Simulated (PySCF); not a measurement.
**A diatomic session: ICl**

One table from this session's results is given with a row withheld; the runs are named, their logs left out.

The runs use PySCF 2.14.0; I def2-SVP with ECP28, Cl def2-SVP, scalar-relativistic core potentials.

The first run:

Settings of the job:

```
atoms                         : I, Cl
charge                        : 0
basis                         : I def2-SVP with ECP28, Cl def2-SVP
Hamiltonian                   : scalar-relativistic core potentials
basis functions               : 44
electrons treated             : 42
masses in u                   : 126.9045, 34.9689
levels                        : PBE0, PBE, r²SCAN, M06-L, MN15, B3LYP, HF, MP2, SCS-MP2, CCSD, CCSD(T)
grid                          : 80 radial by 434 angular points
occupations                   : held fixed by the projection of orbital angular momentum
dissociation limit            : I + Cl, each in its ground configuration
starting distance in angstrom : 2.280
values of 2S to try           : 0, 2
```

Run with:

```
> OMP_NUM_THREADS=1 python dia.py task.json out
```

Among the steps run: Input; First curve: PBE0; Higher solutions at PBE0; PBE; r²SCAN; M06-L (meta-GGA); MN15 (hybrid meta-GGA); B3LYP (global hybrid GGA); RHF (mean field); Correlated methods on the Hartree–Fock reference.

One table of the session follows, with a row left open; its other results are not shown here.

It belongs to the step «The curves together». Energy (eV) from each level's lowest point:

```
R (Å)    RHF  RHF-MP2  RHF-SCS-MP2  RHF-CCSD  RHF-CCSD(T)
2.030  1.403    1.432        1.487       n/a          n/a
2.124  0.608    0.637        0.676     0.690        0.711
2.218  0.183    0.205        0.229     0.238        0.251
2.289  0.037    0.050        0.062     0.067        0.074
2.360  0.000    0.000        0.000     0.000        0.000
2.431  0.044    0.027        0.016     0.010        0.001
2.525      ?        ?            ?         ?            ?
2.643  0.478    0.386        0.341     0.312        0.267
2.785  0.896    0.735        0.668     0.617        0.537
2.974  1.503    1.222        1.125       n/a          n/a
```

Q: Estimate the row for R (Å) = 2.525 from the others.

Worked estimate for «RHF». A straight line through the neighbours (2.431, 0.044) and (2.643, 0.478) gives 0.044 + (0.478 − 0.044) × (2.525 − 2.431) / (2.643 − 2.431) = 0.236; a parabola fitted to 4 rows on both sides gives 0.206.

As computed: RHF: 0.194; RHF-MP2: 0.149; RHF-SCS-MP2: 0.122; RHF-CCSD: 0.107; RHF-CCSD(T): 0.084. In «RHF» the line misses by +0.042 and the parabola by +0.012.

State 2 has its PBE0 minimum 1.39 eV higher. The other levels ran on the lowest alone.
